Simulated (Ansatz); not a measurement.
Runs of Ansatz 0.2.0 on Y2Ge3. Symmetry: P-6m2, No. 187, hexagonal system. The conventional cell has a = 4.392 Å, b = 4.392 Å, c = 7.107 Å, α = 90.00°, β = 90.00°, γ = 120.00°. Y (site symmetry 3m) has 9 Ge at 3.02 to 3.18 Å and 1 Y at 3.27 Å as nearest neighbours. Ge (site symmetry -6m2) has 3 Ge at 2.54 Å as nearest neighbours. Ge (site symmetry -6m2) has 6 Y at 3.02 Å as nearest neighbours. Ge (site symmetry -6m2) has 3 Ge at 2.54 Å as nearest neighbours. The cell comes from a database or a generator and needn't be the stable form of this composition.

```tsv
level	U	hubbard projectors	double counting	gap on the mesh (eV)	pressure (GPa)	largest force (eV/Å)
r2SCAN+U	Y d U = 3 eV	ortho-atomic (the default)	fll (the default)	none	3.5	0.04
r2SCAN+U	Y d U = 5 eV	ortho-atomic (the default)	fll (the default)	none	6.4	0.04
r2SCAN+U	Y d U = 4 eV	ortho-atomic (the default)	fll (the default)	none	(a)	-
r2SCAN+U	Y d U = 1 eV	ortho-atomic (the default)	fll (the default)	none	0.7	0.11
r2SCAN+U	Y d U = 2 eV	ortho-atomic (the default)	fll (the default)	none	(b)	(c)
r2SCAN+U	Y d U = 8 eV	ortho-atomic (the default)	fll (the default)	none	10.8	0.18
r2SCAN	-	-	-	none	-0.5	0.13
r2SCAN+U	Y d U = 6 eV	ortho-atomic (the default)	fll (the default)	none	7.8	0.09
```

Alike in all rows: task projected density of states; potentials or basis Ansatz PAW; no spin polarisation; cell as given; k mesh 7 × 7 × 4; cutoff (eV) 500; smearing fermi-dirac 0.05 eV.

Question: Fill in the values left out.

Answer: (a) 4.9; (b) 2.1; (c) 0.08.

Caveats: the PAW data sets come from PBE, with cores solved anew for the run's functional, which leaves a small shift of forces and pressure; the density of states is complete only up to the lowest level of the last band computed; U without spin polarisation on a metal has little footing (some runs); the U is typed as a test and isn't derived for this compound (some runs).

A k mesh can miss the band edges, and the runs leave out spin-orbit coupling on Ge, Y.

A gap of «none» marks a metal or a gap under the smearing width.
